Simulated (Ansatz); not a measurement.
**[GeH3]− (SMILES [GeH3-]): levels of theory compared**

Wanted: a comparison of 5 runs (UHF/STO-3G, CAM-B3LYP/STO-3G, r2SCAN/STO-3G, CCSDT(Q)/STO-3G, FCI/STO-3G) of [GeH3]−. 

The results are computed with Ansatz 0.2.0.

3 further runs of the same task are left out: 2 that didn't finish, 1 set aside as unsound or not needed.

## Step 1: The molecule

The species is [GeH3]− (4 atoms), meant as a singlet with charge -1. As SMILES, `[GeH3-]`. The H4–Ge1 distance was set to 3.515 Å, away from the relaxed value. At this shape a bond of the SMILES string is far longer than usual.

Bond lengths: Ge1–H2 1.750 Å, Ge1–H3 1.752 Å. Angles: H2–Ge1–H3 89.2°.

## Step 2: A single-point energy at UHF/STO-3G (run 1)

input.yaml reads:

```yaml
crystal:
  periodic: [false, false, false]
  atoms:
    - {symbol: Ge, position_ang: [1.400923, -1.761153, -0.434712]}
    - {symbol: H, position_ang: [1.867043, -1.331903, 1.196598]}
    - {symbol: H, position_ang: [-0.008857, -2.576783, 0.209608]}
    - {symbol: H, position_ang: [-0.463100, 1.211260, -0.649430]}
basis:
  gaussian:
    orbitals: STO-3G
total_charge: -1
magnetization:
  spin_polarized: true
  initial_magnetization: 0
hamiltonian:
  xc: hf
accuracy: high
```

Started as:

```bash
$ ansatz run input.yaml --threads 1 --pin off --max-ram 2610MiB --events-out events.jsonl --progress --plain --runs-dir runs
```

Log:

```text
Warning: RAYON_NUM_THREADS=1 ignored (pool sized by the plan → 1); use --threads N
Functional definition: HF
  name "HF"
  exchange = exact_x
  correlation = 0
251 factors; integrals over basis functions are off by at most 1.2e-8 eV
mean field evaluation 1: about -55863.5377 eV, gradient 6.3e0 eV
mean field evaluation 2: about -55863.5484 eV, gradient 6.3e0 eV
mean field evaluation 4: about -55865.0506 eV, gradient 1.2e0 eV
mean field evaluation 8: about -55865.0924 eV, gradient 1.1e-2 eV
mean field evaluation 16: about -55865.0924 eV, gradient 9.9e-5 eV
mean field evaluation 32: about -55867.6727 eV, gradient 1.8e-5 eV
mean field -55867.67274326 eV, -2053.0991048462 hartree, gradient 8.2e-9 eV, S^2 0.991446; 2 other end points of the search recorded, 0 dependent functions left out
reference -55867.67274326 eV, -2053.0991048462 hartree; 18, 18 occupied and 3, 3 virtual orbitals, 251 factors
Total energy: -55867.67274326 eV, -2053.0991048462 hartree
```

Run time: 0.18 s. Hardware: 1 thread of Intel Xeon Platinum 8559C (Emerald Rapids), shared host.

## Step 3: A single-point energy at CAM-B3LYP/STO-3G (run 2)

molecule.yaml reads:

```yaml
crystal:
  periodic: [false, false, false]
  atoms:
    - symbol: Ge
      position_ang: [1.400923, -1.761153, -0.434712]
    - symbol: H
      position_ang: [1.867043, -1.331903, 1.196598]
    - symbol: H
      position_ang: [-0.008857, -2.576783, 0.209608]
    - symbol: H
      position_ang: [-0.463100, 1.211260, -0.649430]
basis:
  gaussian: {orbitals: STO-3G}
total_charge: -1
hamiltonian: {xc: {name: CAM-B3LYP}}
accuracy: high
```

Started as:

```bash
$ ansatz run molecule.yaml --threads 1 --pin off --max-ram 2610MiB --events-out events.jsonl --progress --plain --runs-dir runs
```

Log, cut to the lines that bear on the results:

```text
Warning: RAYON_NUM_THREADS=1 ignored (pool sized by the plan → 1); use --threads N
Functional definition: CAM-B3LYP
  name "CAM-B3LYP"
[...]
251 factors; integrals over basis functions are off by at most 1.2e-8 eV
97 factors; integrals over basis functions are off by at most 9.9e-10 eV
[...]
mean field -55904.57870474 eV, -2054.4553739149 hartree, gradient 4.1e-8 eV, S^2 0.000000; 6 other end points of the search recorded, 0 dependent functions left out
reference -55904.57871901 eV, -2054.4553744391 hartree; 18, 18 occupied and 3, 3 virtual orbitals, 251 factors
Total energy: -55904.57871901 eV, -2054.4553744391 hartree
```

Wall time 0.98 s (1 thread of Intel Xeon Platinum 8559C (Emerald Rapids), shared host).

Runs 3 to 4 aren't shown in full; the table further down has their settings and results.

## Step 4: The energy at FCI/STO-3G (run 5)

in.yaml reads:

```yaml
crystal:
  periodic: [false, false, false]
  atoms:
    - symbol: Ge
      position_ang: [1.400923, -1.761153, -0.434712]
    - symbol: H
      position_ang: [1.867043, -1.331903, 1.196598]
    - symbol: H
      position_ang: [-0.008857, -2.576783, 0.209608]
    - symbol: H
      position_ang: [-0.463100, 1.211260, -0.649430]
basis:
  gaussian: {orbitals: STO-3G}
correlation: {method: fci, frozen_orbitals: {Ge: 9, H: 0}}
total_charge: -1
accuracy: high
```

Started as:

```bash
$ ansatz run in.yaml --threads 1 --pin off --max-ram 2610MiB --events-out events.jsonl --progress --plain --runs-dir runs
```

Log, cut to the lines that bear on the results:

```text
Warning: RAYON_NUM_THREADS=1 ignored (pool sized by the plan → 1); use --threads N
[... 2 set-up lines as earlier in the session ...]
[...]
251 factors; integrals over basis functions are off by at most 1.2e-8 eV
[...]
mean field -55865.09238943 eV, -2053.0042785918 hartree, gradient 6.3e-8 eV, S^2 0.000000; 0 other end points of the search recorded, 0 dependent functions left out; unrestricted orbitals would lower it
[...]
unrestricted determinant -55867.67274326 eV, -2053.0991048462 hartree, S^2 0.9914
9 core orbitals not correlated: weight in the atoms' cores, before any rotation towards them, 1.000 or more for the frozen orbitals, at most 0.000 for the correlated occupied ones
reference -55865.09238943 eV, -2053.0042785918 hartree; 9, 9 occupied and 3, 3 virtual orbitals, 251 factors
state -55869.02281622 eV, -2053.1487191122 hartree
Total energy: -55869.02281622 eV, -2053.1487191122 hartree
```

It took 0.28 s on 1 thread of Intel Xeon Platinum 8559C (Emerald Rapids), shared host.

## Step 5: All runs side by side

| run | level | frozen core orbitals | energy (Eh) | wall time |
| --- | --- | --- | --- | --- |
| 1 | UHF/STO-3G | – | -2053.099105 | 0.18 s |
| 2 | CAM-B3LYP/STO-3G | – | -2054.455374 | 0.98 s |
| 3 | r2SCAN/STO-3G | – | -2054.514765 | 2 s |
| 4 | CCSDT(Q)/STO-3G | 9 | -2053.147190 | 0.26 s |
| 5 | FCI/STO-3G | 9 | -2053.148719 | 0.28 s |

## Step 6: Summary of results

| quantity | value |
| --- | --- |
| run 5: total energy | -2053.14872 Eh |
| run 5: correlation energy (9 core orbitals frozen) | -144.4 mEh |

In words: Against full CI in this basis: UHF +49.6 mEh; CCSDT(Q) +1.5 mEh. Totals of different functionals can't be ranked against each other. In run 4 the log says that unrestricted orbitals would lower the reference, so the values rest on an unstable closed-shell determinant (other closed-shell runs at this shape may share the fault). In runs 1, 2, 3, 4, 5 the basis is minimal, so the values are rough. Spin contamination of the reference: run 1 ⟨S²⟩ = 0.99. Where it is this large, the reference is a mixture of spin states, and values that rest on it are in doubt. All runs together took 3.8 s, the longest 2 s.
